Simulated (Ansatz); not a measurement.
# FeNi3, space group Fm-3m: cell relaxations under several functionals

Computed with the Python package of Ansatz (0.2.0).

At the Python prompt:
```pycon
>>> import warnings
>>> import ansatz as az
>>> import numpy as np
>>> K_DENSITY = 1.9
>>> def edges_and_angles(cell):
...     cell = np.asarray(cell)
...     a, b, c = np.linalg.norm(cell, axis=1)
...     cosines = cell[1] @ cell[2] / (b * c), cell[0] @ cell[2] / (a * c), cell[0] @ cell[1] / (a * b)
...     return (a, b, c, *np.degrees(np.arccos(cosines)))
...
>>> warnings.simplefilter('ignore', az.DeckWarning)
>>> lattice = az.Lattice.of(
...     (0.0, 2.79036987, 2.79036987),
...     (2.79036987, 0.0, 2.79036987),
...     (2.79036987, 2.79036987, 0.0),
... )
>>> sites = [
...     ('Fe', (0.0, 0.0, 0.0)),
...     ('Ni', (0.75, 0.75, 0.75)),
...     ('Ni', (0.25, 0.25, 0.25)),
...     ('Ni', (0.5, 0.5, 0.5)),
... ]
>>> system = az.Crystal(lattice=lattice)
>>> for symbol, position in sites:
...     system = system.atom(symbol, position)
...
>>> system = system.moments(Fe=3.5, Ni=1.5)
>>> [site.symbol for site in system.resolved().sites]
['Fe', 'Ni', 'Ni', 'Ni']
>>> calculation = (
...     system.calculation()
...     .spin('collinear')
...     .basis(28 * az.Ry, density_ratio=6)
...     .scf(lower_state_search='standard', algorithm='direct_min')
...     .occupations(az.OccupationsMethod.FERMI_DIRAC, width=150 * az.meV)
...     .kpoints(density=K_DENSITY)
...     .relax(cell=True)
... )
>>> levels = [('pbesol', 'd3bj'), ('blyp', 'd3bj'), ('pbesol', 'none')]
>>> print('level            a       b       c    alpha   beta  gamma  V/atom  steps')
level            a       b       c    alpha   beta  gamma  V/atom  steps
>>> for name, dispersion in levels:
...     seen = []
...     run = calculation.functional(name, dispersion=dispersion).session().plan()
...     out = run.execute(on_event=lambda e: seen.append(e) if e['event'] == 'relax_step' else None)
...     cell = out.lattice.cell_ang
...     label = name if dispersion == 'none' else f'{name}+{dispersion}'
...     print('{:13s} {:7.4f} {:7.4f} {:7.4f} {:6.2f} {:6.2f} {:6.2f}'.format(label, *edges_and_angles(cell)), f'{abs(np.linalg.det(cell)) / len(out.lattice.sites):7.3f} {len(seen):5d}')
...
pbesol+d3bj    3.8948  3.8948  3.8948  60.00  60.00  60.00  10.444     8
blyp+d3bj      3.9561  3.9561  3.9561  60.00  60.00  60.00  10.946     7
pbesol         3.9328  3.9328  3.9328  60.00  60.00  60.00  10.753     7
```

From smallest to largest: PBEsol+D3BJ (10.44 Å³ an atom, -3.9 % against the start), PBEsol (10.75 Å³ an atom, -1.0 % against the start) and BLYP+D3BJ (10.95 Å³ an atom, +0.8 % against the start). The spread is 4.8 % in volume.

Reading the output:
- These settings explore the input space; cutoff and mesh may be short of convergence.
- The cutoff lies under the one recommended for these potentials.
- Other magnetic orders than the one started from may lie lower.
- Forces vanish by symmetry, so the ions can't move, and the end may be a saddle.
- BLYP and dispersion corrections can be off by several per cent in the lattices of metals, and by several GPa in the pressure at a fixed cell.
- For a metal this mesh is far too coarse, so the numbers only illustrate the procedure.
- Edges and angles are those of the cell as typed, here a primitive one, not of the conventional cell.
- The structure comes from a database of computed cells and needn't be a stable or known phase.
- The script silences the warnings on its input, which a real study should read.
- Run time: 5 min on 1 thread of Arm Neoverse V1 (shared host), peak memory 0.54 GiB.

(Lines on the test bed's own set-up are left out of the output.)
